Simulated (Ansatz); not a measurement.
# Ba3Os: the cost of one run

Program: Ansatz 0.2.0. Level of theory: DFT PBE, scalar-relativistic, plane waves, PAW. These are calculated values, not measurements.

2 further runs of the same task are left out: 2 that didn't finish.

**1. The structure to begin with**

It takes space group Pm-3m (No. 221, cubic). Conventional cell: a = 4.979 Å, b = 4.979 Å, c = 4.979 Å, α = 90.00°, β = 90.00°, γ = 90.00°. Ba (site symmetry 4/mmm) has 8 Ba at 3.52 Å and 4 Os at 3.52 Å as nearest neighbours. Os (site symmetry m-3m) has 12 Ba at 3.52 Å as nearest neighbours.

As a file:

```
Ba Os
1.0
     4.97901    0.00000    0.00000
     0.00000    4.97901    0.00000
     0.00000    0.00000    4.97901
Ba Os
3 1
Direct
  0.00000 0.50000 0.50000
  0.50000 0.00000 0.50000
  0.50000 0.50000 0.00000
  0.00000 0.00000 0.00000
```

This is candidate A: Cu3Au (L1_2) type (Pm-3m, No. 221).

(A quick probe on a coarse mesh, which set the mesh and smearing, is not shown.)

**3. Relaxing cell and atoms (candidate A)**

input.yaml

```yaml
crystal:
  lattice:
    - [4.9790085085, 0.0, 0.0]
    - [0.0, 4.9790085085, 0.0]
    - [0.0, 0.0, 4.9790085085]
  atoms:
    - { symbol: Ba, position: [0.0, 0.5, 0.5] }
    - { symbol: Ba, position: [0.5, 0.0, 0.5] }
    - { symbol: Ba, position: [0.5, 0.5, 0.0] }
    - { symbol: Os, position: [0.0, 0.0, 0.0] }
basis:
  ecutwfc: 420
kpoints:
  mp_grid: { grid: [10, 10, 10] }
hamiltonian:
  xc: pbe
scf:
  occupations: { method: gaussian, width: 0.1 }
output:
  forces: true
  stress: true
  eigenvalues: true
relax:
  adjacent_minimum: "off"
  f_tol: 0.01
  max_steps: 80
  cell: { stress_tol: 0.05 }
```

The run is started by

```console
ansatz run input.yaml --threads 1 --pin off --max-ram 2560MiB --backend cpu --events-out ev --progress --plain --runs-dir out
```

Q: Estimate wall time and peak memory on 1 thread of Arm Neoverse V1, shared host.

About 67 s, with a peak of 0.49 GiB.
